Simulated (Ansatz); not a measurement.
# Lu: stress in a strained cell

Aim: deform Lu (equal xx and yy strain of -2 %) and compute stress, forces and field gradients with LAPW, PAW and all-electron datasets made for the crystal.

Method: DFT PBEsol, scalar-relativistic, in Ansatz 0.2.0.

### Step 1. Starting point

Symmetry: P6_3/mmc, No. 194, hexagonal system. Conventional cell: a = 3.510 Å, b = 3.510 Å, c = 5.567 Å, α = 90.00°, β = 90.00°, γ = 120.00°. Around Lu (site symmetry -6m2) lie 12 Lu at 3.44 to 3.51 Å.

As a file:

```
CELL_PARAMETERS angstrom
3.50990 0.00000 0.00000
-1.75495 3.03966 0.00000
0.00000 0.00000 5.56660
ATOMIC_POSITIONS crystal
Lu 0.33333 0.66667 0.25000
Lu 0.66667 0.33333 0.75000
```

Atoms are numbered in the order of the input: Lu1, Lu2.

### Step 2. After the deformation

Space group P6_3/mmc before, P6_3/mmc after.

### Step 3. LAPW, all electrons

input.yaml

```yaml
crystal:
  lattice:
    - [3.4397009116, 0.0, 0.0]
    - [-1.7198504558, 2.9788683709, 0.0]
    - [0.0, 0.0, 5.5666]
  atoms:
    - { symbol: Lu, position: [0.3333333333, 0.6666666667, 0.25] }
    - { symbol: Lu, position: [0.6666666667, 0.3333333333, 0.75] }
kpoints:
  mp_grid: { grid: [13, 13, 8] }
  band_path:
    path:
      - [0.0, 0.0, 0.0]
      - [0.5, 0.0, 0.0]
      - [0.3333333333, 0.3333333333, 0.0]
      - [0.0, 0.0, 0.0]
      - [0.0, 0.0, 0.5]
      - [0.5, 0.0, 0.5]
      - [0.3333333333, 0.3333333333, 0.5]
      - [0.0, 0.0, 0.5]
      - [0.5, 0.0, 0.5]
    npoints: 5
scf:
  occupations: { method: fermi_dirac, width: 0.03 }
hamiltonian:
  xc: pbesol
  pseudopotentials: { kind: all_electron, lapw: { basis_error: 0.0005 } }
output:
  forces: true
  stress: true
  eigenvalues: true
```

The run is started by

```sh
$ ansatz run input.yaml --threads 1 --pin off --max-ram 3072MiB --backend cpu --events-out ev --progress --plain --runs-dir out
```

### Step 4. PAW with frozen cores

input.yaml

```yaml
crystal:
  lattice:
    - [3.4397009116, 0.0, 0.0]
    - [-1.7198504558, 2.9788683709, 0.0]
    - [0.0, 0.0, 5.5666]
  atoms:
    - { symbol: Lu, position: [0.3333333333, 0.6666666667, 0.25] }
    - { symbol: Lu, position: [0.6666666667, 0.3333333333, 0.75] }
kpoints:
  mp_grid: { grid: [13, 13, 8] }
scf:
  occupations: { method: fermi_dirac, width: 0.03 }
hamiltonian:
  xc: pbesol
  pseudopotentials: { kind: paw }
output:
  forces: true
  stress: true
  eigenvalues: true
  efg: { contact_densities: true }
```

### Step 5. Datasets made for this crystal

Edit input.yaml of step 4 so:

```diff
@@ -14,3 +14,3 @@
   xc: pbesol
-  pseudopotentials: { kind: paw }
+  pseudopotentials: { kind: all_electron, datasets: crystal }
 output:
```

(Steps that only read results are left out.)

**Question.** What will these runs give? Wanted: pressure; largest shear or deviatoric stress.

**Answer**, as computed:

| quantity | value |
| --- | --- |
| pressure | LAPW -1.67, PAW -1.68, crystal datasets -1.67 GPa |
| largest shear or deviatoric stress (LAPW) | 1.85 GPa |

In words: The largest part of the stress beyond the pressure is 1.85 GPa in size, in the zz component; the atoms are carried along and not relaxed. No run of the undeformed cell stands beside it, so the pressure holds what the given cell had before the change. PAW: stress within 0.01 GPa of LAPW. Crystal datasets: stress within 0.01 GPa of LAPW. Spin-orbit coupling is left out, though the cell holds Lu; in elements this heavy it can shift bands and gaps by tenths of an eV.
